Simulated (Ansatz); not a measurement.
# Ga2GeSe3: the cost of one run

Computed with Ansatz 0.2.0 (DFT PBE, scalar-relativistic, plane waves, PAW, unless a step's input says otherwise).

## (1) Starting point

The structure is hexagonal, space group P6/mmm (No. 191). The conventional cell has a = 5.307 Å, b = 5.307 Å, c = 5.958 Å, α = 90.00°, β = 90.00°, γ = 120.00°. Ga (site symmetry -6m2) is surrounded by 3 Ga at 3.06 Å and 3 Ge at 3.06 Å and 6 Se at 3.35 Å. Ge (site symmetry 6/mmm) has 6 Ga at 3.06 Å as nearest neighbours. Around Se (site symmetry mmm) lie 4 Se at 2.65 Å and 4 Ga at 3.35 Å.

Structure file:

```
Ga Ge Se
1.0
     5.30679    0.00000    0.00000
    -2.65339    4.59581    0.00000
     0.00000    0.00000    5.95834
Ga Ge Se
2 1 3
Direct
  0.66667 0.33333 0.00000
  0.33333 0.66667 0.00000
  0.00000 0.00000 0.00000
  0.50000 0.50000 0.50000
  0.50000 0.00000 0.50000
  0.00000 0.50000 0.50000
```

It is the end of an earlier relaxation with the same method, from a database cell with other species swapped in; it is a trial structure. At a tolerance of 0.05 Å it has space group P6/mmm (No. 191); it has 24.22 Å³/atom, an uncorrected energy of +0.30 eV/atom over the elements.

## (2) Electronic structure at the relaxed geometry

The input, input.yaml:

```yaml
crystal:
  lattice:
    - [5.3067852409, 0.0, 0.0]
    - [-2.6533926204, 4.595810831, 0.0]
    - [0.0, 0.0, 5.9583386091]
  atoms:
    - { symbol: Ga, position: [0.6666666667, 0.3333333333, 0.0] }
    - { symbol: Ga, position: [0.3333333333, 0.6666666667, 0.0] }
    - { symbol: Ge, position: [0.0, 0.0, 0.0] }
    - { symbol: Se, position: [0.5, 0.5, 0.5] }
    - { symbol: Se, position: [0.5, 0.0, 0.5] }
    - { symbol: Se, position: [0.0, 0.5, 0.5] }
basis:
  ecutwfc: 420
kpoints:
  mp_grid: { grid: [6, 6, 8] }
  band_path:
    path:
      - [[0.0, 0.0, 0.0], [0.5, 0.0, 0.0], [0.33333333, 0.33333333, 0.0], [0.0, 0.0, 0.0], [0.0, 0.0, 0.5], [0.5, 0.0, 0.5], [0.33333333, 0.33333333, 0.5], [0.0, 0.0, 0.5]]
      - [[0.5, 0.0, 0.5], [0.5, 0.0, 0.0]]
      - [[0.33333333, 0.33333333, 0.5], [0.33333333, 0.33333333, 0.0]]
    npoints: 14
hamiltonian:
  xc: pbe
scf:
  occupations: { method: gaussian, width: 0.1 }
  n_extra_bands: 15
output:
  forces: true
  stress: true
  eigenvalues: true
  populations: true
  dos: { projected: true, de: 0.02, nscf_kmesh: { grid: [8, 8, 10] } }
  bader: true
  write_density: true
  write_potential: true
  elf: true
  volumetric_format: npy
```

Started as:

```bash
> ansatz run input.yaml --threads 1 --pin off --max-ram 2560MiB --backend cpu --events-out ev --progress --plain --runs-dir out
```

**Question.** How long does this run take on 1 thread of Intel Xeon at 2.50GHz (Skylake/Cascade Lake), shared host, and how much memory does it need?

About 2.7 min, with a peak of 0.85 GiB.
